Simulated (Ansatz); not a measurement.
NbCu:

```xyz
2
Lattice="0.0000 2.5622 2.5622 2.5622 0.0000 2.5622 2.5622 2.5622 0.0000" Properties=species:S:1:pos:R:3 pbc="T T T"
Nb    0.0000    0.0000    0.0000
Cu    2.5622    2.5622    2.5622
```

The cell was built by a generator and needn't be a form met in nature.

| Quantity | Value |
| --- | --- |
| Program | Ansatz 0.2.0 |
| Task | relaxation of cell and atoms |
| Functional | RPBE |
| Potentials or basis | Ansatz PAW |
| Cutoff | 420 eV (not typed: the program's choice for these potentials) |
| k mesh | 9 × 9 × 9 |
| Occupations | fermi-dirac, width 0.05 eV |
| Spin | no spin polarisation |

At the start: volume 16.82 Å³/atom.

Question: Where does the relaxation end?

Answer: It ends after 4 steps and the volume is 17.21 Å³/atom (+2.3 %); space group Fm-3m (No. 225, to 0.05 Å).

Step by step:
| step | energy change (eV) | largest force (eV/Å) | volume (Å³) |
| --- | --- | --- | --- |
| 1 | 0.0000 | 0.0000 | 33.64 |
| 2 | -0.0065 | 0.0000 | 34.63 |
| 3 | -0.0071 | 0.0000 | 34.41 |
| 4 | -0.0073 | 0.0000 | 34.41 |

Final structure:
```cif
data_structure
_symmetry_space_group_name_H-M 'P 1'
_symmetry_Int_Tables_number 1
_cell_length_a 3.6511
_cell_length_b 3.6511
_cell_length_c 3.6511
_cell_angle_alpha 60.000
_cell_angle_beta 60.000
_cell_angle_gamma 60.000
_cell_volume 34.41
loop_
_atom_site_label
_atom_site_type_symbol
_atom_site_fract_x
_atom_site_fract_y
_atom_site_fract_z
_atom_site_occupancy
Nb1 Nb 0.00000 0.00000 0.00000 1
Cu1 Cu 0.50000 0.50000 0.50000 1
```

Caveat: the plane-wave basis is chosen anew once the cell has moved, so the energies of steps on either side of that aren't comparable; the PAW data sets come from PBE, with cores solved anew for the run's functional, which leaves a small shift of forces and pressure.
